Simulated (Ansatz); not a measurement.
# CsLiCr2Te2S3 in Ansatz: the effect of Hubbard term

The system is CsLiCr2Te2S3.

```
CELL_PARAMETERS angstrom
3.60358 0.00000 0.00000
-1.80179 3.12079 0.00000
0.00000 0.00000 19.06651
ATOMIC_POSITIONS crystal
Cs 0.00000 0.00000 0.37399
Li 0.66667 0.33333 0.01607
Cr 0.00000 0.00000 0.86637
Cr 0.33333 0.66667 0.16833
Te 0.33333 0.66667 0.53891
Te 0.66667 0.33333 0.77276
S 0.00000 0.00000 0.10030
S 0.33333 0.66667 0.92920
S 0.66667 0.33333 0.23408
```

The cell was built by a generator and needn't be a form met in nature.

Alike in all runs:

```yaml
Program: Ansatz 0.2.0
Task: single point
Functional: PBE
Potentials_or_basis: all-electron LAPW, scalar-relativistic
Cutoff: 237 eV (chosen from the basis error)
Basis_error_allowed: 0.002 eV/atom
k_mesh: 6 × 6 × 2
Occupations: fermi-dirac, width 0.05 eV
Spin: collinear spin, ferromagnetic start
Starting_moments: "[0.0, 0.0, 3.0, 3.0, 0.0, 0.0, 0.0, 0.0, 0.0] μB"
```

| Hubbard term | pressure (GPa) | moment (μB) | largest force (eV/Å) |
| --- | --- | --- | --- |
| none | 0.0 | 5.66 | 0.08 |
| Cr d U = 3 eV | ? | ? | ? |
| Cr d U = 6 eV | 3.9 | 6.01 | 1.11 |

**Question.** What does the run with Hubbard term Cr d U = 3 eV give?

**Answer.** Pressure 1.9 GPa; moment 5.92 μB; largest force 0.58 eV/Å.

Caveats: the k mesh is thin for a metal, which can move the energy by tens of meV per atom; only a ferromagnetic start was run, and an antiferromagnetic order may lie lower in energy; the magnetic state may not be the lowest (some runs); U is the effective U less J, on atomic orbitals that reach past the spheres (some runs); forces of over 1 eV/Å show positions far from the minimum, so gaps and moduli don't describe the material at rest (some runs).
